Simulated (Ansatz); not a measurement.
# CoO: properties at the relaxed cell

An exercise on one series of results from a longer session: the logs are not shown, and one member is left open.

Computed with Ansatz 0.2.0 (DFT PBEsol, scalar-relativistic, plane waves, PAW, unless a step's input says otherwise).

2 further runs of the same task are left out: 2 set aside as unsound or not needed.

**Starting point**

Symmetry: Fm-3m, No. 225, cubic system. The conventional cell has a = 4.167 Å, b = 4.167 Å, c = 4.167 Å, α = 90.00°, β = 90.00°, γ = 90.00°. Co (site symmetry m-3m) has 6 O at 2.08 Å as nearest neighbours. Around O (site symmetry m-3m) lie 6 Co at 2.08 Å.

Structure file:

```cif
data_structure
_symmetry_space_group_name_H-M 'P 1'
_symmetry_Int_Tables_number 1
_cell_length_a 2.9466
_cell_length_b 2.9466
_cell_length_c 2.9466
_cell_angle_alpha 119.992
_cell_angle_beta 119.992
_cell_angle_gamma 90.015
_cell_volume 18.09
loop_
_atom_site_label
_atom_site_type_symbol
_atom_site_fract_x
_atom_site_fract_y
_atom_site_fract_z
_atom_site_occupancy
Co1 Co 0.00000 0.00000 0.00000 1
O1 O 0.50000 0.50000 0.00000 1
```

It is the result of an earlier relaxation at this level (volume 9.05 Å³/atom; gap on the mesh: none (metal), site moments up to 2.3 μB).

Set-up of the first run:

input.yaml reads:

```yaml
crystal:
  lattice:
    - [-1.4734932756, 1.4734932756, 2.0833044769]
    - [1.4734932756, -1.4734932756, 2.0833044769]
    - [1.4734932756, 1.4734932756, -2.0833044769]
  atoms:
    - { symbol: Co, position: [0.0, 0.0, 0.0], spin: 2.57 }
    - { symbol: O, position: [0.5, 0.5, 0.0], spin: 0.32 }
basis:
  ecutwfc: 420
kpoints:
  mp_grid: { grid: [20, 20, 20] }
  band_path:
    path:
      - [[0.0, 0.0, 0.0], [0.0, 0.0, 0.5], [0.25, 0.25, 0.25], [0.0, 0.5, 0.0], [0.0, 0.0, 0.0], [0.5, 0.5, -0.5], [0.37506357, 0.62493643, -0.37506357]]
      - [[-0.37506357, 0.37506357, 0.37506357], [0.0, 0.0, 0.0]]
      - [[0.0, 0.0, 0.5], [-0.25012715, 0.25012715, 0.5]]
      - [[0.5, 0.5, -0.25012715], [0.5, 0.5, -0.5]]
    npoints: 14
hamiltonian:
  xc: pbesol
scf:
  occupations: { method: gaussian, width: 0.1 }
  n_extra_bands: 6
output:
  forces: true
  stress: true
  eigenvalues: true
  populations: true
  dos: { projected: true, de: 0.02, nscf_kmesh: { grid: [30, 30, 30] } }
  bader: true
magnetization:
  spin_polarized: true
checkpoint:
  read: start.run
  write: ck
  compress: false
  write_wavefunctions: false
  write_every: 100000
```

The run is started by

```sh
> ansatz run input.yaml --threads 1 --pin off --max-ram 2560MiB --backend cpu --events-out ev --progress --plain --runs-dir out
```

Steps of the session up to this table: Electronic structure at the relaxed geometry; Volume × 0.97; Point at V/V0 = 1.03; Point at V/V0 = 0.94; Point at V/V0 = 1.06.

One table of the session follows, with a row left open; its other results are not shown here.

It belongs to the step «Equation of state». 

```
volume (Å³/atom)  energy above the lowest point (meV/atom)  pressure (GPa)  largest moment (μB)
           8.504                                      18.3           11.25                 2.08
           8.775                                         ?               ?                    ?
           9.046                                       0.0            0.00                 2.34
           9.318                                       4.1           -4.71                 2.44
           9.589                                      15.7           -9.19                 2.50
```

Estimate the missing values for volume (Å³/atom) = 8.775.

Worked estimate for «energy above the lowest point (meV/atom)». A straight line through the neighbours (8.504, 18.3) and (9.046, 0.0) gives 18.3 + (0.0 − 18.3) × (8.775 − 8.504) / (9.046 − 8.504) = 9.1; a parabola fitted to 3 rows on both sides gives 4.7.

**Answer.** energy above the lowest point (meV/atom): 4.6; pressure (GPa): 5.32; largest moment (μB): 2.22. In «energy above the lowest point (meV/atom)» the line misses by +4.5 and the parabola by +0.1.

Caveats from the session: Without a U such compounds often come out metallic though many are antiferromagnetic insulators. Warnings in the runs' records: stability check not made.
